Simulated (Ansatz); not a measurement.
# CHBNSi: the cost of one run

Program: Ansatz 0.2.0, Gaussian basis. Level of theory: single points in def2-TZVPP. These are calculated values, not measurements.

Correlated methods freeze the cores. Orbitals are unrestricted.

### Step 1. The starting structure

SMILES `B1=[Si]=C[N]1`, 5 atoms, charge 0, spin multiplicity 2.

Atoms are counted from 1 here; the program's logs count them from 0.

Bond lengths: B1–Si2 2.040 Å, B1–N4 1.349 Å, Si2–C3 1.880 Å, C3–N4 1.421 Å, C3–H5 1.054 Å. Angles: Si2–B1–N4 100.1°, B1–Si2–C3 54.2°, Si2–C3–N4 105.2°, Si2–C3–H5 134.6°, N4–C3–H5 120.0°, B1–N4–C3 80.5°.

Geometry (Å):

```
B    -1.26555   -0.13197   -0.08250
Si   -0.07283   -0.96338    1.34918
C     0.51376    0.06830   -0.10864
N    -0.54946    0.97266   -0.37537
H     1.35446    0.04185   -0.74432
```

### Step 2. PBE-D4/def2-TZVPP

The input, run/in.yaml:

```yaml
crystal:
  periodic: [false, false, false]
  atoms:
    - {symbol: B, position_ang: [-1.265553, -0.131970, -0.082500]}
    - {symbol: Si, position_ang: [-0.072831, -0.963379, 1.349178]}
    - {symbol: C, position_ang: [0.513762, 0.068301, -0.108641]}
    - {symbol: N, position_ang: [-0.549463, 0.972659, -0.375373]}
    - {symbol: H, position_ang: [1.354460, 0.041854, -0.744320]}
basis:
  gaussian: {orbitals: def2-TZVPP}
magnetization: {spin_polarized: true, initial_magnetization: 1}
hamiltonian: {xc: pbe, dispersion: d4}
output: {forces: true}
```

Run with:

```
ansatz run in.yaml --threads 2 --pin off --events-out ev --progress --plain --max-ram 3481MiB
```

**Question.** How long does this run take on 2 threads of Arm Neoverse V2, shared host, and how much memory does it need?

About 2.8 s, with a peak of 0.27 GiB.
